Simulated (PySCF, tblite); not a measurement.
# C3H8OSSi+ (doublet): geometry, infrared bands and EPR parameters

Wanted: the infrared bands and EPR parameters of C3H8OSSi+ (doublet) (`[SiH3][S+]C1COC1`), by calculation.

Computed with tblite 0.8.0 and PySCF 2.14.0, with density-fitted response routines of our own, on a single molecule in the gas phase. Atoms are numbered from 0 throughout.

## Step 1: Starting geometry

14 atoms, charge 1, multiplicity 2; geometry from: force field or distance geometry start.

Bonds of the start (Å): Si0–S1 2.13, S1–C2 1.77, C2–C3 1.50, C3–O4 1.39, O4–C5 1.38, C5–C2 1.52, Si0–H6 1.46, Si0–H7 1.46, Si0–H8 1.48, C2–H9 1.12, C3–H10 1.11, C3–H11 1.10, C5–H12 1.10, C5–H13 1.10.

## Step 2: Relaxing the molecule with GFN2-xTB

The job: settings as JSON, then the geometry in Å.

```
{"job": {"kind": "relax", "xc": "GFN2-xTB", "basis": "xTB"}, "charge": 1, "multiplicity": 2}
Si     2.297900     0.269800     0.145100
S      0.915800    -0.159900     1.709700
C     -0.788200    -0.195300     1.215400
C     -1.183600    -1.058000     0.055700
O     -2.120900    -0.081900    -0.277800
C     -1.238400     0.857200     0.217900
H      1.968000    -0.639100    -0.946300
H      2.217600     1.634700    -0.361900
H      3.677300     0.044100     0.616700
H     -1.452400    -0.315200     2.108000
H     -1.682800    -2.017800     0.299200
H     -0.455600    -1.162100    -0.766100
H     -0.477100     1.126100    -0.526700
H     -1.678300     1.696900     0.769100
```

Command:

```sh
> OMP_NUM_THREADS=1 python probes_run.py task.json out
```

This one command runs all jobs of the session in turn.

**Question.** This job is followed by: GFN2-xTB harmonic vibrations, gas phase; UKS B3LYP, pcH-1 on C H O S Si, non-relativistic, mean-field spin-orbit, GIAO. What will the session give for the following? strongest single infrared mode (GFN2-xTB); zero-point energy (GFN2-xTB); g(iso) (B3LYP); ⟨S²⟩; largest a(iso) (averaged by class); property runs in this session.

As calculated:

```
                                 quantity                                            value
strongest single infrared mode (GFN2-xTB)                             753 cm⁻¹, 298 km/mol
             zero-point energy (GFN2-xTB)                                    62.4 kcal/mol
                           g(iso) (B3LYP)                                          2.01903
                                     ⟨S²⟩                               0.753 (exact 0.75)
       largest a(iso) (averaged by class)                         1H on H10, H13, 62.5 MHz
            property runs in this session  1, of which 0 failed and 1 gave unsound results
```

In words: The optimisation took 100 steps and gained 0.930 eV; among the close pairs (by a distance rule), Si0–S1 changed most, from 2.131 to 2.264 Å. All 36 modes are real, so the xTB geometry is a minimum. The strongest single mode, at 753 cm⁻¹, has its largest shares on H8, H6 and H7 (the list is cut at 3 atoms). Unscaled tight-binding wavenumbers are off by several per cent, some by more. Its intensities can rank the bands wrongly. Most of the unpaired spin sits on S1 (0.72 e). The isotropic g lies 16.7 ppt above the free-electron value. These values are not to be trusted: the run shows nearly degenerate orbitals, where second-order g theory doesn't apply. These values are for one conformer; the search (at its own cheap level) found 1 more, at 1.34 kcal/mol, and measured spectra average over such forms.
